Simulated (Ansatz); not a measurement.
# B₂H₃OPS: basis-set convergence

An exercise on one series of results from a longer session: the logs are not shown, and one member is left open.

Method: one geometry, several basis sets; program: Ansatz 0.2.0, Gaussian basis.

Plan: PBE0-D4/def2-SVP; ωB97M-V/def2-SVP; PBE0-D4/def2-QZVPP; ωB97M-V/def2-QZVPP; the functionals' def2-TZVPP values are taken from earlier runs.

## The geometry

The geometry comes from an earlier relaxation with PBE0-D4 in a triple-zeta def2 set; it is a stationary point, not always the lowest conformer.

8 atoms, charge 0, spin multiplicity 1.

Atoms are counted from 1 here; the program's logs count them from 0.

Bond lengths: B1–O2 1.361 Å, B1–P5 1.928 Å, B1–H6 1.194 Å, O2–B3 1.380 Å, B3–S4 1.796 Å, B3–H7 1.190 Å, S4–P5 2.136 Å, P5–H8 1.424 Å. Angles: O2–B1–P5 115.1°, O2–B1–H6 120.3°, P5–B1–H6 124.6°, B1–O2–B3 119.1°, O2–B3–S4 118.4°, O2–B3–H7 120.4°, S4–B3–H7 121.2°, B3–S4–P5 94.8°, B1–P5–S4 91.8°, B1–P5–H8 92.2°, S4–P5–H8 99.7°.

The first run:

in.yaml reads:

```yaml
crystal:
  periodic: [false, false, false]
  atoms:
    - {symbol: B, position_ang: [-0.543489, 0.925011, 0.366915]}
    - {symbol: O, position_ang: [0.785540, 0.716840, 0.573951]}
    - {symbol: B, position_ang: [1.403830, -0.345591, -0.052503]}
    - {symbol: S, position_ang: [0.410517, -1.417571, -1.096789]}
    - {symbol: P, position_ang: [-1.355846, -0.225202, -0.950373]}
    - {symbol: H, position_ang: [-1.118643, 1.785427, 0.962008]}
    - {symbol: H, position_ang: [2.569540, -0.536533, 0.094460]}
    - {symbol: H, position_ang: [-2.059348, -0.959580, 0.046432]}
basis:
  gaussian: {orbitals: def2-SVP}
hamiltonian: {xc: pbe0, dispersion: d4}
output: {orbitals: {seedname: orbitals}}
```

Started as:

```sh
$ ansatz run in.yaml --threads 2 --pin off --events-out ev --progress --plain --max-ram 4352MiB
```

Steps of the session up to this table: PBE0-D4 in def2-SVP; ωB97M-V in def2-SVP; PBE0-D4 in def2-QZVPP; ωB97M-V in def2-QZVPP.

One of the session's tables, all rows but one given; the rest of the session is left out.

It belongs to the step «Functionals by basis». 

```
functional       basis  HOMO (eV)
   PBE0-D4    def2-SVP      -7.47
   PBE0-D4  def2-TZVPP      -7.47
   PBE0-D4  def2-QZVPP          ?
   ωB97M-V    def2-SVP      -9.50
   ωB97M-V  def2-TZVPP      -9.53
   ωB97M-V  def2-QZVPP      -9.55
```

Q: Estimate the row for PBE0-D4, def2-QZVPP from the others.

**Answer.** HOMO (eV): -7.48. In the column «HOMO (eV)» it lies between ωB97M-V, def2-SVP (-9.50) and PBE0-D4, def2-SVP (-7.47).
